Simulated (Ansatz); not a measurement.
# Si4H10: a ladder of functionals and wavefunction methods

How much do the methods differ for Si4H10? The plan is to run it at one geometry with functionals of several rungs and with coupled cluster, and see how far each lands from CCSD(T) at the basis-set limit for the atomisation energy.

Program: Ansatz 0.2.0, Gaussian basis. Level of theory: functionals in def2-TZVPP, the program's frozen cores in correlated methods. These are calculated values, not measurements.

Levels to be run: LDA (SPW92), PBE-D4, revPBE-D4, BLYP-D4, r2SCAN-D4, B97M-V, PBE0-D4, B3LYP-D4, r2SCANh-D4, r2SCAN0-D4, HSE06-D4, BHLYP-D4, CAM-B3LYP-D4, LC-ωPBE, ωB97X-V, ωB97M-V, B2PLYP, PBE-QIDH; CCSD(T)/def2-SVP; CCSD(T)/def2-TZVPP; MP2/def2-QZVPP; extrapolation to the limit; RPA on PBE.

### 1 The geometry

All runs share one geometry, relaxed beforehand with PBE0-D4 in a triple-zeta def2 set.

14 atoms, charge 0, spin multiplicity 1.

Atoms are counted from 1 here; the program's logs count them from 0.

Bond lengths: Si1–Si2 2.338 Å, Si1–H5 1.488 Å, Si1–H6 1.488 Å, Si1–H7 1.488 Å, Si2–Si3 2.338 Å, Si2–H8 1.490 Å, Si2–H9 1.490 Å, Si3–Si4 2.338 Å, Si3–H10 1.490 Å, Si3–H11 1.490 Å, Si4–H12 1.488 Å, Si4–H13 1.488 Å, Si4–H14 1.488 Å. Angles: Si2–Si1–H5 111.3°, Si2–Si1–H6 109.6°, Si2–Si1–H7 109.9°, H5–Si1–H6 108.7°, H5–Si1–H7 108.7°, H6–Si1–H7 108.5°, Si1–Si2–Si3 109.8°, Si1–Si2–H8 109.3°, Si1–Si2–H9 109.9°, Si3–Si2–H8 109.1°, Si3–Si2–H9 110.6°, H8–Si2–H9 108.2°, Si2–Si3–Si4 109.8°, Si2–Si3–H10 109.1°, Si2–Si3–H11 110.6°, Si4–Si3–H10 109.3°, Si4–Si3–H11 109.9°, H10–Si3–H11 108.2° and more.

### 2 LDA

This LDA is Slater exchange with PW92 correlation.

in.yaml reads:

```yaml
crystal:
  periodic: [false, false, false]
  atoms:
    - {symbol: Si, position_ang: [-0.421490, 2.102244, 1.007131]}
    - {symbol: Si, position_ang: [-1.565266, 0.167690, 0.360911]}
    - {symbol: Si, position_ang: [-0.310874, -0.999620, -1.230281]}
    - {symbol: Si, position_ang: [1.806230, -1.488149, -0.365658]}
    - {symbol: H, position_ang: [-1.216728, 2.900250, 1.978692]}
    - {symbol: H, position_ang: [0.872493, 1.730258, 1.640061]}
    - {symbol: H, position_ang: [-0.138626, 2.945088, -0.185842]}
    - {symbol: H, position_ang: [-1.771290, -0.702747, 1.552945]}
    - {symbol: H, position_ang: [-2.902770, 0.528941, -0.188070]}
    - {symbol: H, position_ang: [-0.161314, -0.154684, -2.448782]}
    - {symbol: H, position_ang: [-1.002606, -2.260566, -1.620564]}
    - {symbol: H, position_ang: [2.612451, -2.284313, -1.329648]}
    - {symbol: H, position_ang: [2.529444, -0.222393, -0.068669]}
    - {symbol: H, position_ang: [1.670356, -2.261999, 0.897784]}
basis:
  gaussian: {orbitals: def2-TZVPP}
hamiltonian: {xc: lda}
output: {orbitals: {seedname: orbitals}}
```

Started as:

```sh
ansatz run in.yaml --threads 4 --pin off --events-out ev --progress --plain --max-ram 10444MiB
```

After this run come: PBE-D4 (GGA); revPBE-D4 (GGA); BLYP-D4 (GGA); r2SCAN-D4 (meta-GGA); B97M-V (meta-GGA); B3LYP-D4 (hybrid); r2SCANh-D4 (hybrid); r2SCAN0-D4 (hybrid); HSE06-D4 (hybrid); BHLYP-D4 (hybrid); CAM-B3LYP-D4 (range-separated); LC-ωPBE (range-separated); ωB97X-V (range-separated); ωB97M-V (range-separated); B2PLYP (double hybrid); PBE-QIDH (double hybrid); CCSD(T) in def2-SVP; CCSD(T) in def2-TZVPP; MP2 in def2-QZVPP; RPA on PBE orbitals.

**Question.** What will the summary of the whole plan be? Wanted: atomisation energy, CCSD(T)/CBS; farthest beyond LDA; mean size of error, GGA; mean size of error, meta-GGA; mean size of error, hybrid; mean size of error, range-separated; mean size of error, double hybrid; gap, smallest and largest; T1 diagnostic.

**Answer**, as computed:

| quantity | value |
| --- | --- |
| atomisation energy, CCSD(T)/CBS | 962.6 kcal/mol |
| functionals within 4.8 kcal/mol (0.5 %) | r2SCAN-D4, B3LYP-D4, r2SCANh-D4, CAM-B3LYP-D4, ωB97M-V |
| farthest beyond LDA | revPBE-D4 (-26.1 kcal/mol) |
| mean size of error, GGA | 20.0 kcal/mol |
| mean size of error, meta-GGA | 4.6 kcal/mol |
| mean size of error, hybrid | 7.5 kcal/mol |
| mean size of error, range-separated | 7.9 kcal/mol |
| mean size of error, double hybrid | 17.7 kcal/mol |
| gap, smallest and largest | 5.66 eV (LDA (SPW92)), 12.18 eV (LC-ωPBE) |
| T1 diagnostic | 0.0138 |
| triples share of the correlation energy | 3.4 % |

In words: LDA overbinds by 85.6 kcal/mol (9 %). PBE-D4 is off by -17.2 kcal/mol. Double hybrids carry the basis error of their MP2 part in triple zeta, and no dispersion term here, so their miss is partly the set-up's. Taken by rung, meta-GGA functionals do best (4.6 kcal/mol on average) and GGA ones worst beyond LDA (20.0 kcal/mol). Misses under about 4.8 kcal/mol are within the doubt on the reference itself, which lacks core-valence correlation, relativity and higher excitations. Hartree-Fock recovers 77 % of the binding; the rest is correlation. CCSD(T) in def2-SVP is off by -65.4 kcal/mol, worse than the median functional, from the basis alone. The gap grows from 5.7 to 12.2 eV across the functionals, mostly with the share of exact exchange.
